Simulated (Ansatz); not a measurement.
**GeH₂: ionisation energy by level of theory**

An exercise on one series of results from a longer session: the logs are not shown, and one member is left open.

The runs use Ansatz 0.2.0, Gaussian basis; unrestricted cation, the program's frozen cores in correlated methods.

Levels to be run: UKS PBE-D4/def2-TZVPP; UKS r2SCAN-D4/def2-TZVPP; UKS PBE0-D4/def2-TZVPP; UKS B3LYP-D4/def2-TZVPP; UKS wB97X-V/def2-TZVPP; UKS wB97M-V/def2-TZVPP; UKS B2PLYP/def2-TZVPP; UHF-CCSD(T)/def2-TZVPP; UHF-CCSD(T)/def2-QZVPP; extrapolation to the limit; then −ε(HOMO) from the neutral's earlier runs with LDA (SPW92), PBE-D4, revPBE-D4, BLYP-D4, r2SCAN-D4, B97M-V, PBE0-D4, B3LYP-D4, r2SCANh-D4, r2SCAN0-D4, HSE06-D4, BHLYP-D4, CAM-B3LYP-D4, LC-ωPBE, ωB97X-V, ωB97M-V.

### Structure used throughout

An earlier PBE0-D4 in a triple-zeta def2 set relaxation fixed the geometry.

SMILES `[GeH2]`, 3 atoms, charge 0, spin multiplicity 1.

Atoms are counted from 1 here; the program's logs count them from 0.

Bond lengths: Ge1–H2 1.594 Å, Ge1–H3 1.594 Å. Angles: H2–Ge1–H3 90.6°.

The first run:

Input file in.yaml:

```yaml
crystal:
  periodic: [false, false, false]
  atoms:
    - {symbol: Ge, position_ang: [-0.570072, 0.405149, -0.263665]}
    - {symbol: H, position_ang: [0.783021, 0.743579, 0.508979]}
    - {symbol: H, position_ang: [-0.212949, -1.148718, -0.245324]}
basis:
  gaussian: {orbitals: def2-TZVPP}
total_charge: 1
magnetization: {spin_polarized: true, initial_magnetization: 1}
hamiltonian: {xc: pbe, dispersion: d4}
```

Steps of the session up to this table: Cation, UKS PBE-D4/def2-TZVPP; Cation, UKS r2SCAN-D4/def2-TZVPP; Cation, UKS PBE0-D4/def2-TZVPP; Cation, UKS B3LYP-D4/def2-TZVPP; Cation, UKS wB97X-V/def2-TZVPP; Cation, UKS wB97M-V/def2-TZVPP; Cation, UKS B2PLYP (frozen core)/def2-TZVPP; Cation, UHF-CCSD(T)/def2-TZVPP; Cation, UHF-CCSD(T)/def2-QZVPP.

One of the session's tables, all rows but one given; the rest of the session is left out.

It belongs to the step «Ionisation energies side by side». Orbital estimates, from the neutral's runs:

```
  functional  −ε(HOMO) (eV)
 LDA (SPW92)           5.97
      PBE-D4           5.87
   revPBE-D4           5.83
     BLYP-D4           5.77
   r2SCAN-D4           6.13
      B97M-V           6.12
     PBE0-D4           6.89
    B3LYP-D4           6.75
  r2SCANh-D4           6.51
  r2SCAN0-D4           7.07
    HSE06-D4              ?
    BHLYP-D4           7.83
CAM-B3LYP-D4           8.19
     LC-ωPBE           9.46
     ωB97X-V           9.13
     ωB97M-V           9.02
```

Estimate the missing values for HSE06-D4.

The run gave: −ε(HOMO) (eV): 6.50. In the column «−ε(HOMO) (eV)» it lies between r2SCAN-D4 (6.13) and r2SCANh-D4 (6.51).

Caveats from the session: The cation may have settled in a state other than its lowest; no search over hole states beyond the program's own was made.
